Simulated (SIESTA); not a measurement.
Runs of SIESTA 5.4.2 on DyAgB4F16. The typed cell holds 22 atoms: a = 5.407 Å, b = 6.876 Å, c = 9.519 Å, α = 80.98°, β = 87.30°, γ = 90.07°. The cell was built by a generator and needn't be a form met in nature.

```tsv
task	level	potentials or basis	U	hubbard projector method	U from the first cycle	broadening (eV)	window from (eV)	window to (eV)	gap on the mesh (eV)	pressure (GPa)	moment (μB)	largest force (eV/Å)
density of states	PBE+U	PseudoDojo 0.4 standard with PseudoDojo 3+ lanthanides (4f in the core) (PBE files), DZP (energy shift 0.003 Ry; two zetas on semicore shells)	Ag d U = 6 eV	1	yes	0.1 eV	-10 eV	5 eV	(c)	0.6	0.00	0.60
band structure	PBEsol	PseudoDojo 0.4 standard with PseudoDojo 3+ lanthanides (4f in the core) (PBE and PBEsol files), DZP (energy shift 0.003 Ry; two zetas on semicore shells)	-	-	-	-	-	-	4.27	(a)	0.00	0.43
single point	PBE	PseudoDojo 0.4 standard with PseudoDojo 3+ lanthanides (4f in the core) (PBE files), DZP (energy shift 0.003 Ry; two zetas on semicore shells)	-	-	-	-	-	-	4.31	0.6	0.00	0.59
density of states	PBE+U	PseudoDojo 0.4 standard with PseudoDojo 3+ lanthanides (4f in the core) (PBE files), DZP (energy shift 0.003 Ry; two zetas on semicore shells)	Ag d U = 4 eV	1	yes	0.1 eV	-10 eV	5 eV	5.49	0.6	0.00	0.59
density of states	PBE+U	PseudoDojo 0.4 standard with PseudoDojo 3+ lanthanides (4f in the core) (PBE files), DZP (energy shift 0.003 Ry; two zetas on semicore shells)	Ag d U = 2 eV	1	yes	0.1 eV	-10 eV	5 eV	(b)	0.6	0.00	0.59
```

Alike in all rows: spin collinear, ferromagnetic start; cell as given; k mesh 5 × 4 × 3; smearing fermi-dirac 0.05 eV; grid cutoff 800 Ry; energy shift 0.003 Ry.

Q: Fill in the values left out.

A: (a) -1.4; (b) 4.95; (c) 5.83.

Caveats: the magnetic or orbital state may not be the lowest; short orbitals over semicore shells can move pressures by several GPa; spin-orbit coupling is left out, which moves the levels of the heavy elements; the 4f electrons are frozen in the core as for a trivalent ion, so they carry no moment and show no levels; the basis of atomic orbitals isn't converged, which shifts pressures, moduli and gaps; an odd mesh through Γ misses points on the zone boundary, where band edges often lie (some runs); the potentials were made for another functional, which shifts forces and pressure (some runs).

A k mesh can miss the band edges, and the runs leave out spin-orbit coupling on Ag, Dy.

Not every run made on this cell is shown here.
